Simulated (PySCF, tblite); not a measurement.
# C6H6OP2: geometry, infrared bands and NMR shifts

What infrared bands and NMR shifts should C6H6OP2 (`Cc1pcpcc1C=O`) show?

Computed with tblite 0.8.0 and PySCF 2.14.0, with density-fitted response routines of our own, on a single molecule in the gas phase. Atoms are numbered from 0 throughout.

**1. The molecule as given**

15 atoms, charge 0, multiplicity 1; geometry from: force field or distance geometry start.

Bonds of the start (Å): C0–C1 1.50, C1–P2 1.75, P2–C3 1.73, C3–P4 1.73, P4–C5 1.74, C5–C6 1.37, C6–C7 1.47, C7–O8 1.26, C6–C1 1.38, C0–H9 1.11, C0–H10 1.10, C0–H11 1.13, C3–H12 1.06, C5–H13 1.10, C7–H14 1.07.

**2. Relaxing the molecule with GFN2-xTB**

Job settings and geometry (Å):

```
{"job": {"kind": "relax", "xc": "GFN2-xTB", "basis": "xTB"}, "charge": 0, "multiplicity": 1}
C     -1.478700    -1.184700     0.675900
C     -0.187300    -0.586600     0.215800
P      1.166600    -1.685500     0.330100
C      2.710800    -1.093000    -0.178500
P      2.599700     0.553200    -0.691200
C      1.041300     1.315100    -0.650800
C     -0.119000     0.717700    -0.224500
C     -1.318600     1.566900    -0.263200
O     -2.443200     1.125600     0.096900
H     -2.197200    -1.176900    -0.174800
H     -1.829400    -0.599800     1.536800
H     -1.348800    -2.232100     1.070200
H      3.615300    -1.652500    -0.153300
H      1.062600     2.358700    -1.000200
H     -1.278500     2.581900    -0.611100
```

On the command line:

```console
$ OMP_NUM_THREADS=1 python probes_run.py task.json out
```

The driver reads the jobs from task.json and runs them one after another.

**Question.** This job is followed by: GFN2-xTB harmonic vibrations, gas phase; GIAO PBE0/pcSseg-1 NMR shielding, non-relativistic, gas phase. Predict these results of the whole session: strongest single infrared mode (GFN2-xTB); zero-point energy (GFN2-xTB); 13C shifts against TMS (PBE0/pcSseg-1); 1H shifts against TMS (PBE0/pcSseg-1, means over atoms taken as alike); 31P shifts against H3PO4 (PBE0/pcSseg-1); 17O shifts against H2O (PBE0/pcSseg-1).

As calculated:

```
                                                              quantity                                        value
                             strongest single infrared mode (GFN2-xTB)                        1747 cm⁻¹, 378 km/mol
                                          zero-point energy (GFN2-xTB)                                63.8 kcal/mol
                                13C shifts against TMS (PBE0/pcSseg-1)  202.9, 202.7, 185.1, 173.3, 137.0, 32.5 ppm
1H shifts against TMS (PBE0/pcSseg-1, means over atoms taken as alike)                 11.11, 10.51, 9.58, 3.62 ppm
                              31P shifts against H3PO4 (PBE0/pcSseg-1)                             281.3, 251.0 ppm
                                17O shifts against H2O (PBE0/pcSseg-1)                                    722.9 ppm
```

The optimisation took 25 steps and gained 1.074 eV; among the close pairs (by a distance rule), C7–O8 changed most, from 1.261 to 1.203 Å. No mode is imaginary among the 39: a minimum at this level. The strongest single mode, at 1747 cm⁻¹, moves mainly C7 and O8. Unscaled tight-binding wavenumbers are off by several per cent, some by more. Its intensities can rank the bands wrongly. At PBE0/pcSseg-1: The largest span, 1420 ppm, is at O8, where the paramagnetic term is -788 ppm. NICS(1)zz of -25 ppm above the planar ring from C1 marks a diatropic (aromatic) ring current.
